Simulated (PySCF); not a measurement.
# FZnSH in PySCF: a series of runs

Aim: see how the results for FZnSH move with the level of theory and the settings. Levels: PBE, PBE0+D4, OLYP+D3(BJ). Tasks: atomic charges.

Everything below comes from runs of PySCF 2.14.0. Logs are shortened: lines on timing, memory, paths and dates and some standing lists are left out, and cuts for length are marked.

## Step 1: The cell of the first run

The cell holds a molecule in a box, 4 atoms: a = 11.000 Å, b = 10.000 Å, c = 13.000 Å, α = 90.00°, β = 90.00°, γ = 90.00°.

## Step 2: Atomic charges, PBE (atoms moved at random, drawn with an rms of 0.05 Å)

File run.py:

```python
import json
import numpy as np
from pyscf.pbc import gto, scf, dft, df

cell = gto.Cell()
cell.basis = '6-31g*'
cell.fromfile('POSCAR', format='poscar')
cell.exp_to_discard = 0
cell.precision = 1e-08
cell.max_memory = 2520  # MB
cell.verbose = 4
cell.build()

res = {}
kpts = cell.make_kpts([1, 1, 1])
mf = dft.KRKS(cell, kpts, xc='pbe')
mf = mf.density_fit()
mf.with_df._cderi_to_save = 'cderi.h5'
mf.with_df.build(j_only=False)
mf.conv_tol = 1e-07
mf.max_cycle = 60

mf.kernel()
res.update(converged=bool(mf.converged), e_tot=mf.e_tot, nelec=cell.nelectron, nao=cell.nao, mesh=list(map(int, cell.mesh)), a=cell.lattice_vectors().tolist(), coords=cell.atom_coords().tolist(),
           mo_energy=[np.real(x).tolist() for x in mf.mo_energy], mo_occ=[np.real(x).tolist() for x in mf.mo_occ])
res.update(kpts=cell.get_scaled_kpts(kpts).tolist())
res['parts'] = {k: float(np.real(v)) for k, v in mf.scf_summary.items() if np.isscalar(v)}
json.dump(res, open('results.json', 'w'))
if not mf.converged:
    raise SystemExit('SCF not converged')

print('levels (eV)')
for i, kp in enumerate(res['kpts'][:40]):
    print('k %7.4f %7.4f %7.4f  ' % tuple(kp), ' '.join('%.3f' % (x * 27.211386) for x in res['mo_energy'][i][:33]))

# Mulliken populations
dm, s = np.asarray(mf.make_rdm1()), np.asarray(mf.get_ovlp())
sites = cell.aoslice_by_atom()[:, 2:]
tot = np.einsum('kij,kji->i', dm, s).real / len(kpts)
res['mulliken'] = [cell.atom_charge(i) - tot[a0:a1].sum() for i, (a0, a1) in enumerate(sites)]
print('Mulliken charges', np.round(res['mulliken'], 5))
res['meta_lowdin'] = mf.mulliken_meta()[1].tolist()

# density on a uniform mesh
grids = dft.gen_grid.UniformGrids(cell)
grids.mesh = [57, 51, 67]
grids.build()
ni = dft.numint.KNumInt()
rho = [ni.get_rho(cell, x, grids, kpts) for x in [dm]]
np.save('rho.npy', np.reshape(rho, (-1, *grids.mesh)))
res['done'] = True
json.dump(res, open('results.json', 'w'))
```

File POSCAR:

```
ZnHSF
1.0
   11.0000000000      0.0000000000      0.0000000000
    0.0000000000     10.0000000000      0.0000000000
    0.0000000000      0.0000000000     13.0000000000
F Zn S H
1 1 1 1
Direct
    0.4402190000      0.5353780000      0.6510510000
    0.4427820000      0.5300450000      0.5154060000
    0.4553290000      0.5149590000      0.3550450000
    0.5629440000      0.4641430000      0.3558600000
```

Potentials or basis: 6-31g* (all-electron).

Run with:

```console
$ OMP_NUM_THREADS=2 python -u run.py > log
```

Log:

```text
Discarded 0 diffused primitive functions, 0 contracted functions

******** <class 'pyscf.pbc.df.df.GDF'> ********
auxbasis = None
exp_to_discard = 0
len(kpts) = 1
Default auxbasis cc-pvdz-jkfit is used for F 6-31g*
Default auxbasis cc-pvdz-jkfit is used for H 6-31g*
Default auxbasis cc-pvdz-jkfit is used for S 6-31g*
ETB for F: l = 0, exps = 0.716302786 * 2^n , n = 0..14
ETB for F: l = 1, exps = 0.716302786 * 2^n , n = 0..10
ETB for F: l = 2, exps = 0.716302786 * 2^n , n = 0..7
ETB for F: l = 3, exps = 1.0705533417817161 * 2^n , n = 0..3
ETB for F: l = 4, exps = 1.6 * 2^n , n = 0..0
ETB for H: l = 0, exps = 0.3225556 * 2^n , n = 0..6
ETB for S: l = 0, exps = 0.234334 * 2^n , n = 0..17
ETB for S: l = 1, exps = 0.234334 * 2^n , n = 0..14
ETB for S: l = 2, exps = 0.234334 * 2^n , n = 0..11
ETB for S: l = 3, exps = 0.5519367717411117 * 2^n , n = 0..5
ETB for S: l = 4, exps = 1.3 * 2^n , n = 0..0
ETB for Zn: l = 0, exps = 0.098592 * 2^n , n = 0..20
ETB for Zn: l = 1, exps = 0.098592 * 2^n , n = 0..17
ETB for Zn: l = 2, exps = 0.098592 * 2^n , n = 0..15
ETB for Zn: l = 3, exps = 0.3794763393098442 * 2^n , n = 0..10
ETB for Zn: l = 4, exps = 0.3971740172770621 * 2^n , n = 0..7
ETB for Zn: l = 5, exps = 1.5287055962480154 * 2^n , n = 0..2
ETB for Zn: l = 6, exps = 1.6 * 2^n , n = 0..0

WARN: Even tempered Gaussians are generated as DF auxbasis for  Zn

Drop 0 primitive fitting functions
make aux basis, num shells = 147, num cGTOs = 555
auxcell.rcut 19.18902387917956

******** <class 'pyscf.pbc.df.rsdf_builder._RSGDFBuilder'> ********
mesh = [27 25 31] (20925 PWs)
ke_cutoff = 7.359152801859589
omega = 0.3190168892710171
exclude_d_aux = True
exclude_dd_block = True
j2c_eig_always = False
has_long_range = True

******** <class 'pyscf.pbc.dft.krks.KRKS'> ********
method = KRKS
initial guess = minao
damping factor = 0
level_shift factor = 0
DIIS = <class 'pyscf.scf.diis.CDIIS'>
diis_start_cycle = 1
diis_space = 8
diis_damp = 0
SCF conv_tol = 1e-07
SCF conv_tol_grad = None
SCF max_cycles = 60
direct_scf = True
direct_scf_tol = 1e-13

******** PBC SCF flags ********
N kpts = 1
Exchange divergence treatment (exxdiv) = ewald
    madelung (= occupied orbital energy shift) = 0.13082081292235592
    Total energy shift due to Ewald probe charge = -1/2 * Nelec*madelung = -3.66298276183
DF object = <pyscf.pbc.df.df.GDF object>
XC functionals = pbe
small_rho_cutoff = 0
radial grids:
    Treutler-Ahlrichs [JCP 102, 346 (1995); DOI:10.1063/1.469408] (M4) radial grids

becke partition: Becke, JCP 88, 2547 (1988); DOI:10.1063/1.454033
pruning grids: <function nwchem_prune>
grids dens level: 3
symmetrized grids: False
atomic radii adjust function: <function treutler_atomic_radii_adjust>
Set gradient conv threshold to 0.000316228

******** <class 'pyscf.pbc.df.rsdf_builder._RSNucBuilder'> ********
mesh = [41 37 47] (71299 PWs)
ke_cutoff = 17.302185920816544
omega = 0.508905448313056
exclude_d_aux = False
exclude_dd_block = True
j2c_eig_always = False
has_long_range = True
tot grids = 63580
cell vol = 9650.11833  sum(weights) = 9722.77798
nelec by numeric integration = 56.00000864642055
init E= -2278.26373296228
  HOMO = -0.234011415748  LUMO = -0.0514410731123  gap/eV = 4.96799
nelec by numeric integration = 56.00000934256544
cycle= 1 E= -2277.02066662406  delta_E= 1.24  |g|= 0.986  |ddm|= 1.97
  HOMO = -0.105148435975  LUMO = -0.0327224094896  gap/eV = 1.97081
nelec by numeric integration = 56.000005220519995
cycle= 2 E= -2274.45345604029  delta_E= 2.57  |g|= 3.82  |ddm|= 2.88
  HOMO = -0.171719808992  LUMO = -0.0678808218484  gap/eV = 2.82560
nelec by numeric integration = 56.000009195062496
cycle= 3 E= -2277.07252617154  delta_E= -2.62  |g|= 0.75  |ddm|= 2.42
  HOMO = -0.227008772965  LUMO = -0.0528852030318  gap/eV = 4.73814
nelec by numeric integration = 56.00000929341353
cycle= 4 E= -2277.17272393253  delta_E= -0.1  |g|= 0.28  |ddm|= 0.883
  HOMO = -0.221275699569  LUMO = -0.0558358060699  gap/eV = 4.50185
nelec by numeric integration = 56.00000933195307
cycle= 5 E= -2277.18642035947  delta_E= -0.0137  |g|= 0.0483  |ddm|= 0.179
  HOMO = -0.217844436378  LUMO = -0.0550734699818  gap/eV = 4.42922
nelec by numeric integration = 56.00000933484732
cycle= 6 E= -2277.18693930839  delta_E= -0.000519  |g|= 0.00977  |ddm|= 0.0449
  HOMO = -0.218815110044  LUMO = -0.0556320679865  gap/eV = 4.44044
nelec by numeric integration = 56.00000934390316
cycle= 7 E= -2277.18696067667  delta_E= -2.14e-05  |g|= 0.00288  |ddm|= 0.0141
  HOMO = -0.218427209462  LUMO = -0.0554577528118  gap/eV = 4.43462
nelec by numeric integration = 56.00000934127576
cycle= 8 E= -2277.18696235431  delta_E= -1.68e-06  |g|= 0.000851  |ddm|= 0.00426
  HOMO = -0.218518351807  LUMO = -0.0554299357229  gap/eV = 4.43786
nelec by numeric integration = 56.00000934178301
cycle= 9 E= -2277.18696265685  delta_E= -3.03e-07  |g|= 9.03e-05  |ddm|= 0.00145
  HOMO = -0.218516242726  LUMO = -0.0554308898145  gap/eV = 4.43778
nelec by numeric integration = 56.00000934175714
cycle= 10 E= -2277.18696265941  delta_E= -2.56e-09  |g|= 3.38e-05  |ddm|= 0.000176
  HOMO = -0.218518969206  LUMO = -0.0554318349896  gap/eV = 4.43783
nelec by numeric integration = 56.000009341758165
Extra cycle  E= -2277.18696265941  delta_E= -6.37e-12  |g|= 3.49e-05  |ddm|= 8.78e-05
converged SCF energy = -2277.18696265941
levels (eV)
k  0.0000  0.0000  0.0000   -9407.376 -2395.355 -1134.412 -1000.356 -1000.338 -1000.313 -658.366 -208.462 -154.637 -154.542 -154.378 -125.685 -83.072 -83.045 -82.985 -26.606 -18.092 -11.758 -10.932 -10.803 -10.484 -10.479 -9.758 -8.421 -7.660 -7.421 -7.275 -5.946 -1.508 -0.492 -0.010 0.670 2.608
Mulliken charges [-0.43475  0.5957  -0.29379  0.13284]
 ** Mulliken pop on meta-lowdin orthogonal AOs **
 ** Mulliken pop  **
pop of  0 F 1s            1.99996
pop of  0 F 2s            1.95887
pop of  0 F 3s            0.00464
pop of  0 F 2px           1.94349
pop of  0 F 2py           1.94850
pop of  0 F 2pz           1.77098
pop of  0 F 3px           0.00199
pop of  0 F 3py           0.00206
pop of  0 F 3pz           0.00196
pop of  0 F 3dxy          0.00003
pop of  0 F 3dyz          0.00191
pop of  0 F 3dz^2         0.00267
pop of  0 F 3dxz          0.00189
pop of  0 F 3dx2-y2       0.00003
pop of  1 Zn 1s           2.00000
pop of  1 Zn 2s           1.99999
pop of  1 Zn 3s           1.99990
pop of  1 Zn 4s           0.78752
pop of  1 Zn 5s           0.01644
pop of  1 Zn 2px          2.00000
pop of  1 Zn 2py          2.00000
pop of  1 Zn 2pz          2.00000
pop of  1 Zn 3px          1.99997
pop of  1 Zn 3py          1.99997
pop of  1 Zn 3pz          1.99999
pop of  1 Zn 4px          0.06137
pop of  1 Zn 4py          0.07679
pop of  1 Zn 4pz          0.01632
pop of  1 Zn 5px          0.00183
pop of  1 Zn 5py          0.00200
pop of  1 Zn 5pz          0.02001
pop of  1 Zn 3dxy         1.99961
pop of  1 Zn 3dyz         1.99544
pop of  1 Zn 3dz^2        1.88271
pop of  1 Zn 3dxz         1.99140
pop of  1 Zn 3dx2-y2      1.99954
pop of  1 Zn 4dxy         0.00014
pop of  1 Zn 4dyz         0.00062
pop of  1 Zn 4dz^2        0.00039
pop of  1 Zn 4dxz         0.00045
pop of  1 Zn 4dx2-y2      0.00014
pop of  1 Zn 4f-3         0.00000
pop of  1 Zn 4f-2         0.00001
pop of  1 Zn 4f-1         0.00014
pop of  1 Zn 4f+0         0.00009
pop of  1 Zn 4f+1         0.00013
pop of  1 Zn 4f+2         0.00001
pop of  1 Zn 4f+3         0.00000
pop of  2 S 1s            2.00000
pop of  2 S 2s            1.99979
pop of  2 S 3s            1.78267
pop of  2 S 4s            0.00747
pop of  2 S 2px           1.99985
pop of  2 S 2py           1.99991
pop of  2 S 2pz           1.99986
pop of  2 S 3px           1.34517
pop of  2 S 3py           1.84054
pop of  2 S 3pz           1.58808
pop of  2 S 4px           0.01209
pop of  2 S 4py           0.00566
pop of  2 S 4pz           0.00160
pop of  2 S 3dxy          0.00479
pop of  2 S 3dyz          0.00325
pop of  2 S 3dz^2         0.01243
pop of  2 S 3dxz          0.00315
pop of  2 S 3dx2-y2       0.00446
pop of  3 H 1s            0.88722
pop of  3 H 2s            0.01011
 ** Mulliken atomic charges  **
charge of    0F =     -0.63898
charge of    1Zn =      1.14709
charge of    2S =     -0.61077
charge of    3H =      0.10267
```

It took 23 s on 2 threads of Intel Xeon at 2.70GHz, shared host; peak memory 1.9 GiB.

What came out:

```
Free energy                     : -61965.4140 eV
Gap between the frontier levels : 4.44 eV
Meta-löwdin charges             : F -0.64; Zn +1.15; S -0.61; H +0.10 e
```

Caveat: this is a molecule in a periodic box at the Γ point, so its band gap is the HOMO-LUMO gap; population charges move with the basis; the basis of atomic orbitals isn't converged, which shifts pressures, moduli and gaps.

## Step 3: Atomic charges, PBE0+D4 (atoms moved at random, drawn with an rms of 0.05 Å)

run.py: that of step 2 with these lines changed.

```diff
@@ -14,7 +14,11 @@
 res = {}
+from pyscf.dispersion import dftd4
+d = dftd4.DFTD4Dispersion(cell, xc='pbe0', atm=True).get_dispersion(grad=True)
+print('dispersion energy = %.10f' % d['energy'])
+res['e_disp'] = float(d['energy'])
+
 kpts = cell.make_kpts([1, 1, 1])
-mf = dft.KRKS(cell, kpts, xc='pbe')
+mf = dft.KRKS(cell, kpts, xc='pbe0', exxdiv='ewald')
 mf = mf.density_fit()
-mf.with_df._cderi_to_save = 'cderi.h5'
-mf.with_df.build(j_only=False)
+mf.with_df._cderi = 'cderi.h5'  # three-centre integrals saved by an earlier run on this cell, basis and mesh
 mf.conv_tol = 1e-07
@@ -42,10 +46,2 @@
 res['meta_lowdin'] = mf.mulliken_meta()[1].tolist()
-
-# density on a uniform mesh
-grids = dft.gen_grid.UniformGrids(cell)
-grids.mesh = [57, 51, 67]
-grids.build()
-ni = dft.numint.KNumInt()
-rho = [ni.get_rho(cell, x, grids, kpts) for x in [dm]]
-np.save('rho.npy', np.reshape(rho, (-1, *grids.mesh)))
 res['done'] = True
```

POSCAR is that of step 2.

Potentials or basis: 6-31g* (all-electron).

Run with:

```console
$ OMP_NUM_THREADS=2 python -u run.py > log
```

Run time: 11 s. Hardware: 2 threads of Intel Xeon at 2.70GHz, shared host; peak memory 1.9 GiB.

The run converged. Its results:

| Quantity | Value |
| --- | --- |
| Free energy | -61967.2811 eV |
| Gap between the frontier levels | 6.59 eV |
| Meta-löwdin charges | F -0.69; Zn +1.22; S -0.63; H +0.10 e |
| Dispersion energy per atom | -0.013 eV |

Levels at points of the mesh, in eV from the valence-band top:
| k point | band 24 | band 25 | band 26 | band 27 | band 28 | band 29 | band 30 | band 31 |
| --- | --- | --- | --- | --- | --- | --- | --- | --- |
| (0.00, 0.00, 0.00) | -2.96 | -2.10 | -2.08 | -1.53 | 0.00 | 6.59 | 7.50 | 7.95 |

Caveat: this is a molecule in a periodic box at the Γ point, so its band gap is the HOMO-LUMO gap; the energy listed adds the dispersion energy to the SCF energy of the log; population charges move with the basis; the basis of atomic orbitals isn't converged, which shifts pressures, moduli and gaps.

## Step 4: Atomic charges, OLYP+D3(BJ) (atoms moved at random, drawn with an rms of 0.05 Å)

run.py: that of step 3 with these lines changed.

```diff
@@ -14,4 +14,4 @@
 res = {}
-from pyscf.dispersion import dftd4
-d = dftd4.DFTD4Dispersion(cell, xc='pbe0', atm=True).get_dispersion(grad=True)
+from pyscf.dispersion import dftd3
+d = dftd3.DFTD3Dispersion(cell, xc='olyp', version='d3bj', atm=False).get_dispersion(grad=True)
 print('dispersion energy = %.10f' % d['energy'])
@@ -20,3 +20,3 @@
 kpts = cell.make_kpts([1, 1, 1])
-mf = dft.KRKS(cell, kpts, xc='pbe0', exxdiv='ewald')
+mf = dft.KRKS(cell, kpts, xc='olyp')
 mf = mf.density_fit()
```

POSCAR is that of step 3.

Run with:

```console
$ OMP_NUM_THREADS=2 python -u run.py > log
```

It took 13 s on 2 threads of Intel Xeon at 2.70GHz, shared host; peak memory 1.9 GiB.

Results (log left out):

```
Free energy                     : -61993.9756 eV
Gap between the frontier levels : 4.41 eV
Meta-löwdin charges             : F -0.66; Zn +1.18; S -0.62; H +0.10 e
Dispersion energy per atom      : -0.081 eV
```

Levels at points of the mesh, in eV from the valence-band top:
```
           k point  band 24  band 25  band 26  band 27  band 28  band 29  band 30  band 31
(0.00, 0.00, 0.00)    -2.47    -1.68    -1.49    -1.35     0.00     4.41     5.43     5.87
```

Caveat: this is a molecule in a periodic box at the Γ point, so its band gap is the HOMO-LUMO gap; the energy listed adds the dispersion energy to the SCF energy of the log; population charges move with the basis; the basis of atomic orbitals isn't converged, which shifts pressures, moduli and gaps.

## Step 5: Summary

| level | three-body dispersion term | exxdiv | three-centre integrals | gap on the mesh (eV) |
| --- | --- | --- | --- | --- |
| PBE | - | - | - | 4.44 |
| PBE0+D4 | yes | ewald | read from an earlier run's file | 6.59 |
| OLYP+D3(BJ) | no | - | read from an earlier run's file | 4.41 |

Alike in all rows: task atomic charges; potentials or basis 6-31g* (all-electron); no spin polarisation; cell atoms moved at random, drawn with an rms of 0.05 Å; k mesh 1 × 1 × 1; smearing fixed.

Caveats: this is a molecule in a periodic box at the Γ point, so its band gap is the HOMO-LUMO gap; the basis of atomic orbitals isn't converged, which shifts pressures, moduli and gaps.

Total energies depend on the potentials used, so only differences within one code and one set of settings carry meaning.
